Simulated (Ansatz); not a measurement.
# Ti started on a Si site and an O vacancy in alpha-quartz SiO2, 71 atoms, charge 0

How does the host give way around this defect, what does it cost to form, and which levels does it put into the gap? The levels of theory are PBEsol and r²SCAN.

Method: density functional theory in Ansatz 0.2.0, PAW datasets, plane waves.

## 1. Starting point

71 atoms (23 Si, 1 Ti, 47 O); a = 9.902 Å, b = 9.902 Å, c = 10.886 Å, α = 90.00°, β = 90.00°, γ = 120.00°. All atoms were shaken off their sites by about 0.02 Å along each axis. Defect site 1: (0.265, 0.265, 0.500). Defect site 2: (0.427, 0.794, 0.940).

Plan of the steps: (2) PBEsol relaxation at the single k point (¼, ¼, ¼), on 1 × NVIDIA H100 80GB HBM3 with 4 threads of AMD EPYC 7R13; (3) r²SCAN single point at the single k point (¼, ¼, ¼), on 1 × NVIDIA H100 80GB HBM3 with 4 threads of AMD EPYC 7R13.

## 2. Relaxation of the positions (PBEsol)

in.yaml

```yaml
crystal:
  lattice:
    - [9.901639, 0.000000, 0.000000]
    - [-4.950819, 8.575071, 0.000000]
    - [0.000000, 0.000000, 10.885880]
  atoms:
    - { symbol: Si, position: [0.234692, 0.998125, 0.165341] }
    - { symbol: Si, position: [0.238762, 0.998249, 0.667622] }
    - { symbol: Si, position: [0.236299, 0.499087, 0.169660] }
    - { symbol: Si, position: [0.237915, 0.502098, 0.670105] }
    - { symbol: Si, position: [0.731988, 0.000353, 0.163868] }
    - { symbol: Si, position: [0.731718, 0.000061, 0.666231] }
    - { symbol: Si, position: [0.733745, 0.498832, 0.167228] }
    - { symbol: Si, position: [0.735410, 0.501316, 0.667059] }
    - { symbol: Si, position: [0.998229, 0.236247, 0.333144] }
    - { symbol: Si, position: [0.003923, 0.234718, 0.835011] }
    - { symbol: Si, position: [0.000929, 0.733387, 0.330660] }
    - { symbol: Si, position: [0.998163, 0.736061, 0.830692] }
    - { symbol: Si, position: [0.502041, 0.236823, 0.333927] }
    - { symbol: Si, position: [0.500333, 0.236154, 0.834254] }
    - { symbol: Si, position: [0.503439, 0.737250, 0.335401] }
    - { symbol: Si, position: [0.500334, 0.737479, 0.836200] }
    - { symbol: Si, position: [0.265590, 0.268929, 0.002360] }
    - { symbol: Si, position: [0.267422, 0.765114, 0.997322] }
    - { symbol: Si, position: [0.263831, 0.765725, 0.497901] }
    - { symbol: Si, position: [0.764568, 0.267296, 0.000318] }
    - { symbol: Si, position: [0.766379, 0.262653, 0.500523] }
    - { symbol: Si, position: [0.764254, 0.764962, 0.998760] }
    - { symbol: Si, position: [0.769794, 0.767732, 0.499865] }
    - { symbol: Ti, position: [0.266072, 0.264181, 0.499189] }
    - { symbol: O, position: [0.206299, 0.134609, 0.108960] }
    - { symbol: O, position: [0.206370, 0.133487, 0.609923] }
    - { symbol: O, position: [0.205607, 0.634097, 0.104409] }
    - { symbol: O, position: [0.208482, 0.635843, 0.603788] }
    - { symbol: O, position: [0.703625, 0.133697, 0.107682] }
    - { symbol: O, position: [0.706114, 0.129884, 0.606488] }
    - { symbol: O, position: [0.706221, 0.630065, 0.105638] }
    - { symbol: O, position: [0.706222, 0.632319, 0.606655] }
    - { symbol: O, position: [0.366161, 0.071675, 0.276385] }
    - { symbol: O, position: [0.364665, 0.072408, 0.772073] }
    - { symbol: O, position: [0.368429, 0.574878, 0.271638] }
    - { symbol: O, position: [0.365986, 0.573644, 0.776218] }
    - { symbol: O, position: [0.865951, 0.070554, 0.272955] }
    - { symbol: O, position: [0.869782, 0.072194, 0.774423] }
    - { symbol: O, position: [0.866428, 0.573367, 0.274005] }
    - { symbol: O, position: [0.865266, 0.568392, 0.773470] }
    - { symbol: O, position: [0.426773, 0.295115, 0.440295] }
    - { symbol: O, position: [0.432616, 0.296601, 0.939258] }
    - { symbol: O, position: [0.427627, 0.797149, 0.441635] }
    - { symbol: O, position: [0.925673, 0.293183, 0.441642] }
    - { symbol: O, position: [0.924910, 0.296561, 0.938602] }
    - { symbol: O, position: [0.928574, 0.795929, 0.439233] }
    - { symbol: O, position: [0.926045, 0.798557, 0.943510] }
    - { symbol: O, position: [0.132582, 0.204438, 0.391949] }
    - { symbol: O, position: [0.131978, 0.208183, 0.893034] }
    - { symbol: O, position: [0.134456, 0.705625, 0.392395] }
    - { symbol: O, position: [0.132027, 0.706828, 0.888812] }
    - { symbol: O, position: [0.633616, 0.208228, 0.390555] }
    - { symbol: O, position: [0.631862, 0.205690, 0.895350] }
    - { symbol: O, position: [0.636085, 0.708682, 0.391467] }
    - { symbol: O, position: [0.631114, 0.705007, 0.893211] }
    - { symbol: O, position: [0.079991, 0.368335, 0.227597] }
    - { symbol: O, position: [0.070696, 0.364781, 0.725318] }
    - { symbol: O, position: [0.073030, 0.868798, 0.231509] }
    - { symbol: O, position: [0.073688, 0.867021, 0.723848] }
    - { symbol: O, position: [0.575937, 0.368036, 0.228645] }
    - { symbol: O, position: [0.572030, 0.366280, 0.727920] }
    - { symbol: O, position: [0.570685, 0.866757, 0.224890] }
    - { symbol: O, position: [0.572723, 0.866733, 0.725885] }
    - { symbol: O, position: [0.297784, 0.429886, 0.059689] }
    - { symbol: O, position: [0.293502, 0.426479, 0.562513] }
    - { symbol: O, position: [0.293752, 0.923292, 0.060303] }
    - { symbol: O, position: [0.291985, 0.926740, 0.561246] }
    - { symbol: O, position: [0.796502, 0.426860, 0.057251] }
    - { symbol: O, position: [0.796618, 0.429861, 0.560877] }
    - { symbol: O, position: [0.795136, 0.925694, 0.060265] }
    - { symbol: O, position: [0.792820, 0.925144, 0.558726] }
  symmetry: { detect: false }
kpoints:
  mp_grid: { grid: [1, 1, 1], shift: [0.25, 0.25, 0.25] }
hamiltonian:
  xc: pbesol
scf:
  occupations: { method: fermi_dirac, width: 0.01 }
relax:
  f_tol: 0.03
  max_steps: 80
  escape_saddle: false
  adjacent_minimum: "off"
output:
  forces: true
  eigenvalues: true
  populations: true
```

Run with:

```console
> ansatz run in.yaml --threads 4 --pin off --max-ram 61750MiB --runs-dir r --events-out ev --progress --plain --backend cuda --devices 0, --max-vram 37GiB
```

Further steps of the session: r²SCAN on the final geometry.

Before running it: what results should come out? Wanted: for each run, formation energy; host gap; top filled to lowest empty.

The runs gave:

```
             level        time  formation energy (eV)  host gap (eV)  top filled to lowest empty (eV)
PBEsol, relaxation  25 s (GPU)                   5.03           5.75                             4.22
            r²SCAN  27 s (GPU)                   5.35           6.52                             4.63
```

| quantity | value |
| --- | --- |
| relaxation | 7 recorded steps, 4.43 eV gained |
| largest shift | 0.62 Å (O55) |

**Reading.** The relaxation lowers the energy by 4.43 eV; the largest shift is 0.62 Å (O55). The formation energy goes from 5.03 eV (PBEsol) to 5.35 eV (r²SCAN). The reservoirs are the elements' reference phases; where the defect changes the composition, the value depends on that choice. r²SCAN puts 5 localised levels over 0.1 eV inside the gap, at 0.57 (filled), 5.20 (empty), 5.25 (empty), 6.14 (empty) eV (the lowest four), the tightest of them shared by about 2 atoms. Those within 0.2 eV of an edge lie within the error of lining up the edges. The host's edges were read at Γ, so band-like levels at this k point need not coincide with them. Finite-cell errors of some tenths of an eV remain in such numbers.
